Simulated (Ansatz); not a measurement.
# SnN3H7: basis-set convergence

The task here is to estimate one member of a computed series from the others.

Program: Ansatz 0.2.0, Gaussian basis. Level of theory: one geometry, several basis sets. These are calculated values, not measurements.

The runs, in order: PBE0-D4/def2-SVP; ωB97M-V/def2-SVP; PBE0-D4/def2-QZVPP; ωB97M-V/def2-QZVPP; the functionals' def2-TZVPP values are taken from earlier runs.

1 further run of the same task is left out (for a known fault of the program). Runs told in other sessions of the task aren't counted.

## The relaxed structure

The geometry comes from an earlier relaxation with PBE0-D4 in a triple-zeta def2 set; it is a stationary point, not always the lowest conformer. Sn takes the def2 core potential; no spin-orbit term is included.

SMILES `[NH2][SnH]([NH2])[NH2]`, 11 atoms, charge 0, spin multiplicity 1.

Atoms are counted from 1 here; the program's logs count them from 0.

Bond lengths: N1–Sn2 2.023 Å, N1–H5 1.011 Å, N1–H6 1.011 Å, Sn2–N3 2.018 Å, Sn2–N4 2.022 Å, Sn2–H7 1.712 Å, N3–H8 1.012 Å, N3–H9 1.012 Å, N4–H10 1.011 Å, N4–H11 1.012 Å. Angles: Sn2–N1–H5 114.0°, Sn2–N1–H6 114.8°, H5–N1–H6 108.4°, N1–Sn2–N3 114.2°, N1–Sn2–N4 106.7°, N1–Sn2–H7 107.6°, N3–Sn2–N4 100.4°, N3–Sn2–H7 108.3°, N4–Sn2–H7 120.0°, Sn2–N3–H8 113.9°, Sn2–N3–H9 112.7°, H8–N3–H9 107.5°, Sn2–N4–H10 115.0°, Sn2–N4–H11 113.3°, H10–N4–H11 108.1°.

The first run:

Input file in.yaml:

```yaml
crystal:
  periodic: [false, false, false]
  atoms:
    - {symbol: N, position_ang: [-0.709552, 1.735372, 0.334111]}
    - {symbol: Sn, position_ang: [0.489402, 0.126054, 0.075330]}
    - {symbol: N, position_ang: [0.202171, -1.344019, 1.427675]}
    - {symbol: N, position_ang: [-0.139301, -0.800091, -1.608546]}
    - {symbol: H, position_ang: [-1.588691, 1.677965, -0.162816]}
    - {symbol: H, position_ang: [-0.278776, 2.624516, 0.120331]}
    - {symbol: H, position_ang: [2.110336, 0.662886, 0.202831]}
    - {symbol: H, position_ang: [0.477016, -1.094242, 2.368793]}
    - {symbol: H, position_ang: [-0.759286, -1.658944, 1.463980]}
    - {symbol: H, position_ang: [-0.010001, -0.271241, -2.460801]}
    - {symbol: H, position_ang: [0.272082, -1.715256, -1.740390]}
basis:
  gaussian: {orbitals: def2-SVP}
hamiltonian: {xc: pbe0, dispersion: d4}
output: {orbitals: {seedname: orbitals}}
```

Run with:

```bash
$ ansatz run in.yaml --threads 4 --pin off --events-out ev --progress --plain --max-ram 10444MiB
```

Steps of the session up to this table: PBE0-D4 in def2-SVP; ωB97M-V in def2-SVP; PBE0-D4 in def2-QZVPP; ωB97M-V in def2-QZVPP.

One of the session's tables, all rows but one given; the rest of the session is left out.

It belongs to the step «Functionals by basis». 

```
functional       basis  HOMO (eV)  LUMO (eV)
   PBE0-D4    def2-SVP      -6.77       0.59
   PBE0-D4  def2-TZVPP      -7.11       0.08
   PBE0-D4  def2-QZVPP          ?          ?
   ωB97M-V    def2-SVP      -9.13       2.43
   ωB97M-V  def2-TZVPP      -9.49       1.64
   ωB97M-V  def2-QZVPP      -9.55       1.20
```

Q: Estimate the row for PBE0-D4, def2-QZVPP from the others.

**Answer.** HOMO (eV): -7.18; LUMO (eV): -0.13. In the column «HOMO (eV)» it lies between ωB97M-V, def2-SVP (-9.13) and PBE0-D4, def2-TZVPP (-7.11).
